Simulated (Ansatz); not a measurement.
**ZrScF4: a trial structure relaxed**

Where does this trial cell of ZrScF4 go when cell and atoms are let free?

Method: DFT PBE, scalar-relativistic, plane waves, PAW, in Ansatz 0.2.0.

**1. The starting structure**

The structure is tetragonal, space group P4/mmm (No. 123). Conventional cell: a = 3.119 Å, b = 3.119 Å, c = 4.411 Å, α = 90.00°, β = 90.00°, γ = 90.00°. Zr (site symmetry 4/mmm) is surrounded by 8 F at 1.91 Å. Around Sc (site symmetry 4/mmm) lie 8 F at 1.91 Å. F (site symmetry 2mm) is surrounded by 2 Zr at 1.91 Å and 2 Sc at 1.91 Å.

Structure file:

```xyz
6
Lattice="3.1190 0.0000 0.0000 0.0000 3.1190 0.0000 0.0000 0.0000 4.4110" Properties=species:S:1:pos:R:3 pbc="T T T"
Zr    1.5595    1.5595    2.2055
Sc    0.0000    0.0000    0.0000
F     1.5595    0.0000    1.1027
F     0.0000    1.5595    3.3082
F     1.5595    0.0000    3.3082
F     0.0000    1.5595    1.1027
```

The cell is invented: ordered mixture on the cation sites of fluorite (P4/mmm, No. 123). Lengths come from tabulated atomic sizes and are only a guess.

**2. The guess as it stands, on a coarse mesh**

input.yaml

```yaml
crystal:
  lattice:
    - [3.11902097, 0.0, 0.0]
    - [0.0, 3.11902097, 0.0]
    - [0.0, 0.0, 4.41096176]
  atoms:
    - { symbol: Zr, position: [0.5, 0.5, 0.5] }
    - { symbol: Sc, position: [0.0, 0.0, 0.0] }
    - { symbol: F, position: [0.5, 0.0, 0.25] }
    - { symbol: F, position: [0.0, 0.5, 0.75] }
    - { symbol: F, position: [0.5, 0.0, 0.75] }
    - { symbol: F, position: [0.0, 0.5, 0.25] }
basis:
  ecutwfc: 420
kpoints:
  mp_grid: { grid: [6, 6, 4] }
hamiltonian:
  xc: pbe
scf:
  occupations: { method: gaussian, width: 0.1 }
  lower_state_search: "off"
output:
  forces: true
  stress: true
  eigenvalues: true
```

On the command line:

```console
ansatz run input.yaml --threads 1 --pin off --max-ram 2048MiB --backend cpu --events-out ev --progress --plain --runs-dir out
```

The session goes on with these runs: rough relaxation on the coarse mesh; final relaxation.

Before running it: what results should come out? Wanted: conventional cell; volume; energy over the elements; gap on the mesh.

The runs gave:

| quantity | value |
| --- | --- |
| symmetry at the end (tolerance 0.05 Å) | space group P4/mmm (No. 123) |
| conventional cell | a = 3.460 Å, b = 3.460 Å, c = 6.331 Å, α = 90.00°, β = 90.00°, γ = 90.00° |
| volume | 12.63 Å³/atom |
| energy over the elements (uncorrected; H, N, O, F and Cl as molecules) | -2.87 eV/atom |
| gap on the mesh | none (metal) |

In words: The space group P4/mmm (No. 123) is kept, and the volume per atom grows by 76.6 % from the first guess. It lies below the elements, which doesn't yet make it stable: competing phases were not computed in this session. No finished test with a distortion of lower symmetry is shown, so the end may be a saddle point. The final runs have no spin polarisation, so no magnetic state was tried and one may lie lower.
